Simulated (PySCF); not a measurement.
# C6H7F3: the cost of one run

Programs: PySCF 2.14.0, with routines of our own; each step states its level. All values are computed. Atoms count from 0.

## Step 1: The system as given

16 atoms, charge 0, multiplicity 1; geometry from: GFN2-xTB.

## Step 2: Relaxing the molecule at PBE0-D3(BJ)/def2-SVP

What the job is given:

```
{"job": {"xc": "PBE0", "basis": "def2-SVP", "d3": "d3bj", "grid": 2, "kind": "geom"}, "charge": 0, "multiplicity": 1}
C      2.721263     0.281829    -0.138484
C      1.624598     0.290307     0.879412
C      0.377333     0.064106     0.615929
C     -0.873824    -0.156297     0.328824
C     -1.555144    -1.494534     0.340801
C     -1.771861     0.994723    -0.038719
F     -1.135457     2.172874    -0.090854
F     -2.785386     1.148505     0.836737
F     -2.351430     0.822217    -1.243074
H      2.332110     0.058849    -1.127720
H      3.468927    -0.463746     0.128363
H      3.207815     1.255640    -0.158571
H      1.922191     0.501705     1.899007
H     -0.849144    -2.269223     0.622798
H     -1.956847    -1.714326    -0.647766
H     -2.382743    -1.483684     1.049390
```

Command:

```console
> OMP_NUM_THREADS=1 python excited_run.py task.json out
```

This one command runs all jobs of the session in turn.

Q: Estimate the wall time and peak memory of this first job on 1 thread of Arm Neoverse V1, shared host.

About 2 min, with a peak of 0.77 GiB.
